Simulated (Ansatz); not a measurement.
**Cs2PbI2Cl2: the cell at several levels of theory**

How does the equilibrium cell of Cs2PbI2Cl2 built on the database structure prototype depend on the functional? It is relaxed with PBE and r2SCAN.

The runs shown are made with Ansatz 0.2.0. PAW datasets, plane waves, zero pressure. Spin-unpolarised throughout; all numbers are computed.

### Step 1. The cell

It is tetragonal, I4/mmm (No. 139); conventional cell a = 5.768 Å, c = 19.486 Å, 46.30 Å³ an atom. Cs has 4 Cl at 3.86 Å and 5 I at 3.94–4.13 Å; Pb has 4 Cl at 2.88 Å and 2 I at 3.24 Å; I has 1 Pb at 3.24 Å and 5 Cs at 3.94–4.13 Å; Cl has 2 Pb at 2.88 Å and 4 Cs at 3.86 Å.

Structure file:

```
CELL_PARAMETERS angstrom
-2.88390 2.88390 9.74281
2.88390 -2.88390 9.74281
2.88390 2.88390 -9.74281
ATOMIC_POSITIONS crystal
Cs 0.36865 0.36865 0.00000
Cs 0.63135 0.63135 0.00000
Pb 0.00000 0.00000 0.00000
I 0.16633 0.16633 0.00000
I 0.83367 0.83367 0.00000
Cl 0.50000 0.00000 0.50000
Cl 0.00000 0.50000 0.50000
```

### Step 2. PBE: cell and atoms

Input file input.yaml:

```yaml
crystal:
  lattice:
    - [-2.8838975, 2.8838975, 9.7428095]
    - [2.8838975, -2.8838975, 9.7428095]
    - [2.8838975, 2.8838975, -9.7428095]
  atoms:
    - { symbol: Cs, position: [0.368645, 0.368645, 0.0] }
    - { symbol: Cs, position: [0.631355, 0.631355, 0.0] }
    - { symbol: Pb, position: [0.0, 0.0, 0.0] }
    - { symbol: I, position: [0.166328, 0.166328, 0.0] }
    - { symbol: I, position: [0.833672, 0.833672, 0.0] }
    - { symbol: Cl, position: [0.5, 0.0, 0.5] }
    - { symbol: Cl, position: [0.0, 0.5, 0.5] }
kpoints:
  mp_grid: { grid: [6, 6, 6] }
hamiltonian:
  xc: pbe
scf:
  occupations: { method: fermi_dirac, width: 0.02 }
relax:
  f_tol: 0.005
  cell: {}
output:
  write_density: true
  write_potential: true
  elf: true
  volumetric_format: npy
```

On the command line:

```
$ ansatz run input.yaml --threads 4 --pin off --max-ram 5529MiB --backend cpu --events-out ev --progress --plain --runs-dir out
```

After this run come: r2SCAN: cell and atoms.

Q: Predict the outcome of this session. Wanted: for each run, a; c; volume; space group; SCF geometries.

The runs gave:

| level | a (Å) | c (Å) | volume (Å³/atom) | space group | SCF geometries |
| --- | --- | --- | --- | --- | --- |
| PBE | 5.764 | 19.488 | 46.250 | I4/mmm | 3 |
| r2SCAN | 5.696 | 19.215 | 44.524 | I4/mmm | 5 |

**Reading.** The first relaxation changed the volume by -0.1 % from the start. r2SCAN gives the smallest cell and PBE the largest; they differ by 3.9 % in volume, a mean of 1.3 % in length.
